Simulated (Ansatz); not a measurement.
**Sn(SH)H3 (SnH₄S): the relaxed shape and its frontier levels**

Aim: characterise Sn(SH)H3 (SnH₄S) as a singlet: its structure, frontier levels and distribution of charge.

Computed with Ansatz 0.2.0, Gaussian basis. Level: RKS PBE0-D4/def2-TZVP.

Plan: relaxation at PBE-D4/def2-TZVP; a single point at PBE0-D4/def2-TZVP; harmonic vibrations at PBE-D4/def2-TZVP.

7 further runs of the same task are left out: 1 that didn't finish, 6 set aside as unsound or not needed. Runs told in other sessions of the task aren't counted.

**1. Where the work starts**

6 atoms, charge 0, spin multiplicity 1.

Atoms are counted from 1 here; the program's logs count them from 0.

Bond lengths: Sn1–S2 2.389 Å, Sn1–H4 1.663 Å, Sn1–H5 1.673 Å, Sn1–H6 1.676 Å, S2–H3 1.324 Å. Angles: S2–Sn1–H4 106.7°, S2–Sn1–H5 110.6°, S2–Sn1–H6 110.3°, H4–Sn1–H5 110.1°, H4–Sn1–H6 110.0°, H5–Sn1–H6 109.1°, Sn1–S2–H3 95.6°.

Sn takes a core potential in the def2 sets. No spin-orbit coupling is included.

The start is a GFN2-xTB geometry.

**2. Relaxation at PBE-D4/def2-TZVP**

Contents of in.yaml:

```yaml
crystal:
  periodic: [false, false, false]
  atoms:
    - {symbol: Sn, position_ang: [0.200320, -0.012540, -0.547580]}
    - {symbol: S, position_ang: [0.253630, 0.008640, 1.840730]}
    - {symbol: H, position_ang: [-1.059420, 0.065470, 1.998090]}
    - {symbol: H, position_ang: [1.781600, -0.013620, -1.062170]}
    - {symbol: H, position_ang: [-0.593590, 1.340570, -1.129870]}
    - {symbol: H, position_ang: [-0.582540, -1.388520, -1.099190]}
basis:
  gaussian: {orbitals: def2-TZVP}
hamiltonian: {xc: pbe, dispersion: d4}
scf: {lower_state_search: "off"}
output: {orbitals: {seedname: orbitals}}
relax: {f_tol: 0.02, max_steps: 100}
```

On the command line:

```console
> ansatz run in.yaml --threads 4 --pin off --events-out ev --progress --plain --max-ram 3916MiB
```

After this run come: Single point, PBE0-D4/def2-TZVP; Vibrations by finite differences.

**Question.** What will the summary of the whole plan be? Wanted: point group; S–Sn bond; HOMO, LUMO at PBE0-D4/def2-TZVP; dipole at PBE-D4/def2-TZVP; lowest, highest wavenumber.

The runs gave:

```
                       quantity            value
                    point group               Cs
                      S–Sn bond          2.428 Å
HOMO, LUMO at PBE0-D4/def2-TZVP  -7.25, -0.69 eV
     dipole at PBE-D4/def2-TZVP           1.46 D
     lowest, highest wavenumber   111, 2619 cm⁻¹
```

In words: The molecule keeps its bonding pattern by the stored test; the atoms moved 0.04 Å (rms). All wavenumbers are real: a minimum at this level.
